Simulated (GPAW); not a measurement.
Crystal: NiMoIrPdW.

```xyz
5
Lattice="2.7608 0.0000 0.0000 -1.3804 2.3909 0.0000 0.0000 0.0000 11.3405" Properties=species:S:1:pos:R:3 pbc="T T T"
Ni    0.0000    0.0000    8.0423
Mo    1.3804    0.7970    3.3369
Pd    1.3804    0.7970   10.1952
Ir    0.0000    0.0000    1.2025
W     1.3804    0.7970    6.0015
```

The cell was built by a generator and needn't be a form met in nature.

Base run:

```yaml
Program: GPAW 26.7.0
Functional: revPBE
Potentials_or_basis: the program's PAW data sets (release 1.2.1) made for this functional
Cutoff: 600 eV
Basis: pw
k_mesh: 8 × 8 × 2
Occupations: fermi-dirac, width 0.05 eV
Spin: collinear spin, ferromagnetic start
Starting_moments: "[1.0, 1.0, 0.0, 0.6, 0.0] μB"
```

Its results: pressure 3.0 GPa; net moment 0.00 μB per cell; largest force 0.315 eV/Å.

After a change of settings the same cell gave: pressure -14.6 GPa; net moment 0.00 μB per cell; largest force 0.263 eV/Å. Which change was it?
A. functional from revPBE to LDA
B. functional from revPBE to PBEsol; potentials or basis from the program's PAW data sets (release 1.2.1) made for this functional to PAW data sets generated in the run's folder for this functional
C. functional from revPBE to BLYP; potentials or basis from the program's PAW data sets (release 1.2.1) made for this functional to PAW data sets generated in the run's folder for this functional
D. functional from revPBE to PBE; potentials or basis from the program's PAW data sets (release 1.2.1) made for this functional to GPAW PAW data sets (gpaw-data 1.2.1)

A.

LDA binds more tightly than revPBE, so the same cell stands under less pressure.

Caveats: the stock nickel data set gives pressures a few GPa off other programs.
